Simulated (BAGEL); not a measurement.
# BCl3F− (SMILES F[B-](Cl)(Cl)Cl): HF/6-31G(d) (density fitting with qzvpp-jkfit, spherical functions)

Aim: the vertical singlet–triplet gap of BCl3F− at HF/6-31G* (density fitting with qzvpp-jkfit, spherical functions), from 2 runs. 

The results are computed with BAGEL 1.2.2.

2 further runs of the same task are left out: 1 that didn't finish, 1 set aside as unsound or not needed.

**1. The system as given**

BCl3F−: 5 atoms, total charge -1, spin state singlet. As SMILES, `F[B-](Cl)(Cl)Cl`. Geometry: relaxed at GFN2-xTB.

Bond lengths: F1–B2 1.365 Å, B2–Cl3 1.861 Å, B2–Cl4 1.856 Å, B2–Cl5 1.860 Å. Angles: F1–B2–Cl3 109.3°, F1–B2–Cl4 109.5°, F1–B2–Cl5 109.5°, Cl3–B2–Cl4 109.5°, Cl3–B2–Cl5 109.4°, Cl4–B2–Cl5 109.7°.

**2. The energy at HF/6-31G(d) (density fitting with qzvpp-jkfit, spherical functions)**

hf.json

```json
{ "bagel": [

{
  "title": "molecule",
  "basis": "6-31gs.json",
  "df_basis": "qzvpp-jkfit",
  "angstrom": true,
  "geometry": [
    { "atom": "F", "xyz": [    0.869080,   -0.917170,    0.738550 ] },
    { "atom": "B", "xyz": [    0.058880,   -0.062460,    0.047650 ] },
    { "atom": "Cl", "xyz": [   -1.256120,    0.596740,    1.187520 ] },
    { "atom": "Cl", "xyz": [   -0.741290,   -0.969790,   -1.360090 ] },
    { "atom": "Cl", "xyz": [    1.069450,    1.352680,   -0.613630 ] }
  ]
},
{ "title": "hf", "charge": -1 },
{ "title": "print", "file": "orbitals.molden", "orbitals": true }

]}
```

The basis set 6-31G* is read from a file made from the Basis Set Exchange's data (not shown).

Started as:

```console
$ BAGEL_NUM_THREADS=1 BAGEL hf.json > hf.out
```

The log of the run:

```text
* using 1 threads per process

  ===============================================================
  ===============================================================

  *** Geometry ***

  { "atom" : "F", "xyz" : [      1.642323,     -1.733200,      1.395657 ] },
  { "atom" : "B", "xyz" : [      0.111267,     -0.118032,      0.090045 ] },
  { "atom" : "Cl", "xyz" : [     -2.373723,      1.127675,      2.244088 ] },
  { "atom" : "Cl", "xyz" : [     -1.400835,     -1.832637,     -2.570198 ] },
  { "atom" : "Cl", "xyz" : [      2.020968,      2.556195,     -1.159593 ] },

  Number of auxiliary basis functions:      536

  Since a DF basis is specified, we compute 2- and 3-index integrals:
    o Being stored without compression. Storage requirement is 0.029 GB

  Number of basis functions:       82
  Number of electrons      :       65

    * METHOD: MOLECULE                             0.29

  *** RHF ***

  === Nuclear Repulsion ===
   332.8466766716

      * DIIS with orbital gradients will be used.

  === RHF iteration (6-31gs.json) ===
      0      -1502.67973020          0.01374281           0.11
      1      -1502.77909119          0.00833999           0.10
      2      -1502.81082275          0.00097540           0.10
      3      -1502.81173255          0.00019777           0.10
      4      -1502.81179038          0.00004358           0.11
      5      -1502.81179289          0.00000844           0.10
      6      -1502.81179295          0.00000313           0.10
      7      -1502.81179296          0.00000060           0.10
      8      -1502.81179296          0.00000019           0.10
      9      -1502.81179296          0.00000004           0.10
     10      -1502.81179296          0.00000001           0.10
     11      -1502.81179296          0.00000000           0.10
    * SCF iteration converged.

    * Permanent dipole moment:
           (   -0.016826,     0.024222,    -0.004334) a.u.

    * METHOD: HF                                   1.44

    * METHOD: PRINT                                0.01

  ===============================================================
```

Run time: 2.1 s. Hardware: 1 thread of Intel Xeon Platinum 8488C (Sapphire Rapids), shared host; peak memory 0.13 GiB.

**3. The triplet**

job.json

```json
{ "bagel": [

{
  "title": "molecule",
  "basis": "6-31gs.json",
  "df_basis": "qzvpp-jkfit",
  "angstrom": "true",
  "geometry": [
    { "atom": "F", "xyz": [    0.869080,   -0.917170,    0.738550 ] },
    { "atom": "B", "xyz": [    0.058880,   -0.062460,    0.047650 ] },
    { "atom": "Cl", "xyz": [   -1.256120,    0.596740,    1.187520 ] },
    { "atom": "Cl", "xyz": [   -0.741290,   -0.969790,   -1.360090 ] },
    { "atom": "Cl", "xyz": [    1.069450,    1.352680,   -0.613630 ] }
  ]
},
{ "title": "uhf", "charge": -1, "nopen": 2 },
{ "title": "print", "file": "orbitals.molden", "orbitals": "true" }

]}
```

The basis set 6-31G* is read from a file made from the Basis Set Exchange's data (not shown).

Started as:

```console
$ BAGEL_NUM_THREADS=1 BAGEL job.json > job.out
```

The log of the run:

```text
* using 1 threads per process

  ===============================================================
  ===============================================================

  *** Geometry ***

  { "atom" : "F", "xyz" : [      1.642323,     -1.733200,      1.395657 ] },
  { "atom" : "B", "xyz" : [      0.111267,     -0.118032,      0.090045 ] },
  { "atom" : "Cl", "xyz" : [     -2.373723,      1.127675,      2.244088 ] },
  { "atom" : "Cl", "xyz" : [     -1.400835,     -1.832637,     -2.570198 ] },
  { "atom" : "Cl", "xyz" : [      2.020968,      2.556195,     -1.159593 ] },

  Number of auxiliary basis functions:      536

  Since a DF basis is specified, we compute 2- and 3-index integrals:
    o Being stored without compression. Storage requirement is 0.029 GB

  Number of basis functions:       82
  Number of electrons      :       65

    * METHOD: MOLECULE                             0.29

  *** Open-shell HF ***

  === Nuclear Repulsion ===
   332.8466766716

      * DIIS with orbital gradients will be used.

  === UHF iteration (6-31gs.json) ===
      0      -1502.30311765          0.02562205           0.22
      1      -1502.40925308          0.01649003           0.21
      2      -1502.43767655          0.00954469           0.22
      3      -1502.45050825          0.00095530           0.21
      4      -1502.45247485          0.00046899           0.21
      5      -1502.45305834          0.00023751           0.21
      6      -1502.45329763          0.00017151           0.23
      7      -1502.45337614          0.00019423           0.24
      8      -1502.45319719          0.00012278           0.21
      9      -1502.45310146          0.00002781           0.21
     10      -1502.45310323          0.00001970           0.22
     11      -1502.45310426          0.00001844           0.23
     12      -1502.45310503          0.00002055           0.21
     13      -1502.45310272          0.00001254           0.22
     14      -1502.45310231          0.00000905           0.21
     15      -1502.45310238          0.00000785           0.21
     16      -1502.45310255          0.00000863           0.21
     17      -1502.45310234          0.00000751           0.22
     18      -1502.45310203          0.00000502           0.21
     19      -1502.45310219          0.00000352           0.21
     20      -1502.45310228          0.00000279           0.21
     21      -1502.45310233          0.00000240           0.22
     22      -1502.45310237          0.00000213           0.22
     23      -1502.45310239          0.00000230           0.22
     24      -1502.45310238          0.00000219           0.21
     25      -1502.45310237          0.00000192           0.23
     26      -1502.45310237          0.00000188           0.21
     27      -1502.45310237          0.00000187           0.21
     28      -1502.45310237          0.00000187           0.21
     29      -1502.45310237          0.00000184           0.22
     30      -1502.45310237          0.00000175           0.21
     31      -1502.45310236          0.00000119           0.21
     32      -1502.45310236          0.00000062           0.22
     33      -1502.45310236          0.00000052           0.25
     34      -1502.45310237          0.00000055           0.21
     35      -1502.45310237          0.00000051           0.21
     36      -1502.45310236          0.00000045           0.21
     37      -1502.45310236          0.00000046           0.21
     38      -1502.45310236          0.00000046           0.21
     39      -1502.45310236          0.00000046           0.21
     40      -1502.45310237          0.00000048           0.22
     41      -1502.45310236          0.00000042           0.21
     42      -1502.45310236          0.00000041           0.21
     43      -1502.45310236          0.00000041           0.21
     44      -1502.45310236          0.00000041           0.21
     45      -1502.45310236          0.00000042           0.21
     46      -1502.45310236          0.00000033           0.21
     47      -1502.45310236          0.00000033           0.21
     48      -1502.45310236          0.00000033           0.21
     49      -1502.45310236          0.00000034           0.21
     50      -1502.45310236          0.00000034           0.21
     51      -1502.45310236          0.00000034           0.21
     52      -1502.45310236          0.00000032           0.21
     53      -1502.45310236          0.00000033           0.21
     54      -1502.45310236          0.00000030           0.21
     55      -1502.45310236          0.00000030           0.21
     56      -1502.45310236          0.00000031           0.21
     57      -1502.45310236          0.00000031           0.21
     58      -1502.45310236          0.00000031           0.21
     59      -1502.45310236          0.00000029           0.21
     60      -1502.45310236          0.00000027           0.22
     61      -1502.45310236          0.00000027           0.22
     62      -1502.45310236          0.00000028           0.21
     63      -1502.45310236          0.00000027           0.21
     64      -1502.45310236          0.00000028           0.21
     65      -1502.45310236          0.00000025           0.22
     66      -1502.45310236          0.00000023           0.21
     67      -1502.45310236          0.00000023           0.21
     68      -1502.45310236          0.00000023           0.21
     69      -1502.45310236          0.00000023           0.21
     70      -1502.45310236          0.00000024           0.21
     71      -1502.45310236          0.00000021           0.21
     72      -1502.45310236          0.00000020           0.21
     73      -1502.45310236          0.00000009           0.21
     74      -1502.45310236          0.00000010           0.21
     75      -1502.45310236          0.00000009           0.21
     76      -1502.45310236          0.00000006           0.22
     77      -1502.45310236          0.00000004           0.22
     78      -1502.45310236          0.00000003           0.21
     79      -1502.45310236          0.00000002           0.21
     80      -1502.45310236          0.00000002           0.22
     81      -1502.45310236          0.00000001           0.21
     82      -1502.45310236          0.00000001           0.21
    * SCF iteration converged.

    * S^2 (UHF) is 2.0255

    * Permanent dipole moment:
           (   -0.038233,     0.067443,    -0.017045) a.u.

    * METHOD: UHF                                 17.99

    * METHOD: PRINT                                0.01

  ===============================================================
```

It took 19 s on 1 thread of Intel Xeon Platinum 8488C (Sapphire Rapids), shared host; peak memory 0.13 GiB.

**4. Results**

Level: HF/6-31G* (density fitting with qzvpp-jkfit, spherical functions).

| quantity | value |
| --- | --- |
| singlet: total energy | -1502.81179 Eh |
| singlet: HOMO energy | -6.61 eV |
| singlet: LUMO energy | 10.87 eV |
| singlet: HOMO–LUMO gap (to an unbound level, set by the basis) | 17.48 eV |
| triplet: total energy | -1502.45310 Eh |
| triplet: ⟨S²⟩ | 2.026 |
| vertical energy of the triplet above the singlet | 9.760 eV |

In words: At this shape the triplet lies 9.76 eV (942 kJ/mol) above the singlet. For an anion a state so high probably lies above electron detachment.
